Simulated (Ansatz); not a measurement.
# SiNH4 (SMILES [NH][SiH3]): U-r2SCAN/def2-TZVP

What is the electronic atomisation energy of SiNH4 at U-r2SCAN/def2-TZVP? 

The calculation is run with Ansatz 0.2.0.

43 further runs of the same task are left out: 43 set aside as unsound or not needed.

### 1 Starting point

The species is SiNH4 (6 atoms), meant as a doublet with charge 0. As SMILES, `[NH][SiH3]`. Geometry: relaxed at PBE0-D4/def2-TZVP.

Bond lengths: N1–Si2 1.753 Å, N1–H3 1.023 Å, Si2–H4 1.491 Å, Si2–H5 1.491 Å, Si2–H6 1.481 Å. Angles: N1–Si2–H4 110.8°, N1–Si2–H5 109.1°, N1–Si2–H6 109.3°, Si2–N1–H3 111.9°, H4–Si2–H5 108.6°, H4–Si2–H6 109.5°, H5–Si2–H6 109.5°.

### 2 The energy at U-r2SCAN/def2-TZVP

Input file in.yaml:

```yaml
crystal:
  periodic: [false, false, false]
  atoms:
    - {symbol: "N", position_ang: [0.592100, -0.835200, 0.909500]}
    - {symbol: Si, position_ang: [-0.203700, 0.347600, -0.110000]}
    - {symbol: H, position_ang: [0.922800, -1.640700, 0.372700]}
    - {symbol: H, position_ang: [-1.310600, -0.282300, -0.885500]}
    - {symbol: H, position_ang: [0.789500, 0.911800, -1.068900]}
    - {symbol: H, position_ang: [-0.748100, 1.434800, 0.736200]}
basis:
  gaussian:
    orbitals: def2-TZVP
magnetization:
  spin_polarized: true
  initial_magnetization: 1
hamiltonian:
  xc: r2scan
accuracy: high
output: {orbitals: {seedname: orbitals}}
```

Launch:

```
ansatz run in.yaml --threads 1 --pin off --max-ram 3480MiB --events-out events.jsonl --progress --plain --runs-dir runs
```

Log:

```text
Warning: RAYON_NUM_THREADS=1 ignored (pool sized by the plan → 1); use --threads N
Functional definition: r2SCAN
  name "r2SCAN"
  parameter k0 = 0.174
  parameter k1 = 0.065
  parameter a1 = 4.9479
  exchange = r2scan_x(k0 = k0, k1 = k1, a1 = a1)
  correlation = r2scan_c
1669 factors; integrals over basis functions are off by at most 3.6e-9 eV
mean field evaluation 1: about -9424.3505 eV, gradient 3.7e1 eV
mean field evaluation 2: about -9400.8827 eV, gradient 7.1e1 eV
mean field evaluation 4: about -9430.2950 eV, gradient 2.9e0 eV
mean field evaluation 8: about -9430.3428 eV, gradient 4.9e-2 eV
mean field evaluation 16: about -9430.3428 eV, gradient 1.1e-4 eV
mean field evaluation 32: about -9429.4506 eV, gradient 8.9e0 eV
mean field -9430.34283972 eV, -346.5587072436 hartree, gradient 1.1e-8 eV, S^2 0.755817; 2 other end points of the search recorded, 0 dependent functions left out
reference -9430.34284241 eV, -346.5587073424 hartree; 13, 12 occupied and 79, 80 virtual orbitals, 1669 factors
Total energy: -9430.34284241 eV, -346.5587073424 hartree
```

It took 12 s on 1 thread of Arm Neoverse V2, shared host; peak memory 0.32 GiB.

### 3 The H atom, same level

Input file job.yaml:

```yaml
crystal:
  periodic: [false, false, false]
  atoms:
    - {symbol: H, position_ang: [0.000000, 0.000000, 0.000000]}
basis:
  gaussian:
    orbitals: def2-TZVP
hamiltonian:
  xc: {name: r2SCAN}
magnetization:
  spin_polarized: true
  initial_magnetization: 1
accuracy: high
```

Launch:

```
ansatz run job.yaml --threads 1 --pin off --max-ram 3480MiB --events-out events.jsonl --progress --plain --runs-dir runs
```

Log, cut to the lines that bear on the results:

```text
Warning: RAYON_NUM_THREADS=1 ignored (pool sized by the plan → 1); use --threads N
[... 7 set-up lines as earlier in the session ...]
21 factors; integrals over basis functions are off by at most 4.9e-8 eV
mean field evaluation 1: about -13.6045 eV, gradient 1.6e-1 eV
mean field evaluation 2: about -13.6035 eV, gradient 1.5e-1 eV
mean field evaluation 4: about -13.6037 eV, gradient 3.7e-3 eV
mean field evaluation 8: about -13.6037 eV, gradient 1.0e-8 eV
mean field -13.60369385 eV, -0.4999265281 hartree, gradient 5.5e-10 eV, S^2 0.750000; 0 other end points of the search recorded, 0 dependent functions left out
reference -13.60369505 eV, -0.4999265723 hartree; 1, 0 occupied and 5, 6 virtual orbitals, 21 factors
Total energy: -13.60369505 eV, -0.4999265723 hartree
```

It took 0.38 s on 1 thread of Arm Neoverse V2, shared host.

### 4 The N atom at the same level

Input file molecule.yaml:

```yaml
crystal:
  periodic: [false, false, false]
  atoms:
    - {symbol: N, position_ang: [0.000000, 0.000000, 0.000000]}
basis:
  gaussian:
    orbitals: def2-TZVP
magnetization:
  spin_polarized: true
  initial_magnetization: 3
hamiltonian:
  xc: r2scan
accuracy: high
```

Launch:

```
ansatz run molecule.yaml --threads 1 --pin off --max-ram 3480MiB --events-out events.jsonl --progress --plain --runs-dir runs
```

Log, cut to the lines that bear on the results:

```text
Warning: RAYON_NUM_THREADS=1 ignored (pool sized by the plan → 1); use --threads N
[... 7 set-up lines as earlier in the session ...]
312 factors; integrals over basis functions are off by at most 3.3e-9 eV
mean field evaluation 1: about -1485.0111 eV, gradient 7.9e0 eV
mean field evaluation 2: about -1485.1238 eV, gradient 5.1e0 eV
mean field evaluation 4: about -1485.2286 eV, gradient 2.7e-1 eV
mean field evaluation 8: about -1485.2250 eV, gradient 9.1e-4 eV
mean field evaluation 16: about -1485.2250 eV, gradient 2.9e-8 eV
mean field -1485.22504244 eV, -54.5810135879 hartree, gradient 2.9e-8 eV, S^2 3.754613; 0 other end points of the search recorded, 0 dependent functions left out
reference -1485.22504330 eV, -54.5810136196 hartree; 5, 2 occupied and 26, 29 virtual orbitals, 312 factors
Total energy: -1485.22504330 eV, -54.5810136196 hartree
```

Wall time 0.9 s (1 thread of Arm Neoverse V2, shared host); peak memory 0.095 GiB.

### 5 The Si atom at the same level

Input file job.yaml:

```yaml
crystal:
  periodic: [false, false, false]
  atoms:
    - {symbol: Si, position_ang: [0.000000, 0.000000, 0.000000]}
basis:
  gaussian: {orbitals: def2-TZVP}
hamiltonian: {xc: r2scan}
magnetization: {spin_polarized: true, initial_magnetization: 2}
accuracy: high
```

Run the same way, it converges to -289.34121 Eh (log not shown).

### 6 Outcome

At U-r2SCAN/def2-TZVP:

| quantity | value |
| --- | --- |
| molecule: total energy | -346.55871 Eh |
| molecule: HOMO energy (highest over α and β) | -6.88 eV |
| molecule: LUMO energy (lowest over α and β) | -4.25 eV |
| molecule: ⟨S²⟩ | 0.756 |
| H atom: total energy | -0.49993 Eh |
| H atom: ⟨S²⟩ | 0.750 |
| N atom: total energy | -54.58101 Eh |
| N atom: ⟨S²⟩ | 3.755 |
| Si atom: total energy | -289.34121 Eh |
| Si atom: ⟨S²⟩ | 2.010 |
| electronic atomisation energy | 17.328 eV |

**Reading.** Taking the molecule apart into free atoms costs 17.33 eV (400 kcal/mol), before zero-point energy and without spin-orbit coupling.
